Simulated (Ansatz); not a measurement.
This script makes a frozen displacement of one atom of ScSi2, space group P6/mmm with the Python package of Ansatz (0.2.0).

Script `run_push.py`:
```python
"""Frozen displacement of one atom in ScSi2."""

import ansatz as az
import numpy as np

crystal = (
    az.Lattice.of((3.66, 0.0, 0.0), (-1.83, 3.16965298, 0.0), (0.0, 0.0, 3.87))
    .atom("Sc", (0.0, 0.0, 0.0))
    .atom("Si", (1 / 3, 2 / 3, 0.5))
    .atom("Si", (2 / 3, 1 / 3, 0.5))
)

inverse = np.linalg.inv(np.array(crystal.lattice.vectors))
home = np.array(crystal.sites[1].position)
values = np.linspace(-0.05, 0.05, 5)
energies, pulls = [], []
for shift in values:
    moved = crystal.move(1, to=home + shift * inverse[0])
    job = (
        moved.calculation()
        .functional("pbe", dispersion="d3bj")
        .kpoints(10, 10, 8)
        .occupations("cold")
        .pseudopotentials("paw")
        .forces()
    )
    r = job.run(threads=1).report
    energies.append(r["free_energy_ev"])
    pulls.append(r["forces_ev_ang"][1][0])

# the force is minus the slope of the free energy
print("shift (A)   dE (eV)   force along x (eV/A)")
for shift, e, f in zip(values, energies, pulls):
    print(f"{shift:8.3f} {e - energies[2]:10.5f} {f:12.4f}")
print(f"stiffness from energies {2 * np.polyfit(values, energies, 2)[0]:.3f}, from forces {-np.polyfit(values, pulls, 1)[0]:.3f} eV/A^2")
```

How stiff is this displacement, and do energies and forces agree?

The curvature of the energy gives 26.383 eV/Å² and the slope of the force 26.415 eV/Å², a positive curvature.

The run itself:

```console
$ python run_push.py
DeckWarning: basis.ecutwfc = 420 eV, auto-derived from the records' recommended cutoffs: set by Sc (normal level)
shift (A)   dE (eV)   force along x (eV/A)
  -0.050    0.03296       1.3219
  -0.025    0.00822       0.6582
   0.000    0.00000      -0.0000
   0.025    0.00822      -0.6582
   0.050    0.03296      -1.3219
stiffness from energies 26.383, from forces 26.415 eV/A^2
```
(Warnings from the package without file and line.)

Spin is left out of this run. Dispersion corrections can be off by several per cent in the lattices of metals, and by several GPa in the pressure at a fixed cell. In a metal a curvature from energy changes of a few meV or less hangs on mesh and smearing, in size and even in sign. The structure is a deposited one; some such entries were measured under pressure or heat, so a shift against it needn't be the functional's error alone. All periodic images of the atom move with it, so the curvature is one diagonal element of the zone-centre force constants and no normal mode; a positive value doesn't exclude soft modes in which several atoms move. Run time: 38 s on 1 thread of Intel(R) Xeon(R) Processor @ 2.30GHz, with other jobs on the host, peak memory 0.66 GiB.
